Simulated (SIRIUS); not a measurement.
SiF:

```
Si F
1.0
     1.33860    0.77284    3.89831
    -1.33860    0.77284    3.89831
     0.00000   -1.54568    3.89831
Si F
1 1
Direct
  0.50000 0.50000 0.50000
  0.00000 0.00000 0.00000
```

The cell was built by a generator and needn't be a form met in nature.

* Program: SIRIUS 7.10.0
* Task: single point
* Functional: PBE
* Potentials or basis: PseudoDojo 0.4.1 PBE standard (scalar relativistic)
* Cutoff: 1152 eV
* Density cutoff: 4606 eV
* k mesh: 12 × 12 × 12
* Occupations: fermi-dirac, width 0.05 eV
* Spin: no spin polarisation

On this cell: pressure 0.1 GPa; largest force under 0.003 eV/Å; band gap on the k mesh none (metal or under the smearing width).

The same run follows on a disturbed copy (atoms moved at random, drawn with an rms of 0.05 Å):

```xyz
2
Lattice="1.3386 0.7728 3.8983 -1.3386 0.7728 3.8983 0.0000 -1.5457 3.8983" Properties=species:S:1:pos:R:3 pbc="T T T"
Si    0.0076   -0.0178    5.8619
F    -0.0197    0.0380    0.0095
```

What does the disturbed cell give?

The energy (extrapolated to zero smearing) moves by -1.7 meV/atom; pressure 0.1 GPa; largest force 0.107 eV/Å; band gap on the k mesh none (metal or under the smearing width).

Forces on the atoms (eV/Å):
```
Si   0.047 -0.095  0.014
F   -0.047  0.095 -0.014
```

Stress tensor (GPa, compression positive):
```
 0.42  0.01 -0.09
 0.01  0.44 -0.05
-0.09 -0.05 -0.48
```

The energy falls, though the first cell shows no forces: that form is unstable against this distortion, unless noise or another electronic state is at work.

Caveats: an odd number of electrons without spin polarisation forces a metal; a magnetic or distorted state may lie lower.
